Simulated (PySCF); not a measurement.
# C6H10Se: the cost of one run

Computed with PySCF 2.14.0 and routines of our own; the level stands in each step. Atoms count from 0.

## 1. The starting structure

17 atoms, charge 0, multiplicity 1; geometry from: GFN2-xTB.

## 2. Optimising the geometry at PBE0-D3(BJ)/def2-SVP

What the job is given:

```
{"job": {"xc": "PBE0", "basis": "def2-SVP", "d3": "d3bj", "grid": 2, "kind": "geom"}, "charge": 0, "multiplicity": 1}
C     -2.337578    -0.956850     0.341556
C     -1.285167    -0.370232    -0.550133
C     -0.295323     0.363524    -0.131325
C      0.701247     1.058397     0.316723
C      0.741146     2.544153     0.496305
Se     2.364502     0.169930     0.821678
C      1.830369    -1.665371     0.458194
H     -2.148550    -0.705725     1.382388
H     -2.353815    -2.041770     0.233893
H     -3.320883    -0.580105     0.059992
H     -1.402180    -0.569645    -1.609767
H      1.536210     2.971685    -0.114888
H     -0.209524     2.987443     0.209174
H      0.951491     2.786018     1.538412
H      0.944687    -1.898618     1.043929
H      2.656903    -2.309138     0.746461
H      1.619467    -1.771666    -0.603041
```

Launch:

```bash
> OMP_NUM_THREADS=1 python excited_run.py task.json out
```

This one command runs all jobs of the session in turn.

**Question.** How long does this first job take on 1 thread of Arm Neoverse V1, shared host, and how much memory does it need?

About 72 s, with a peak of 0.88 GiB.
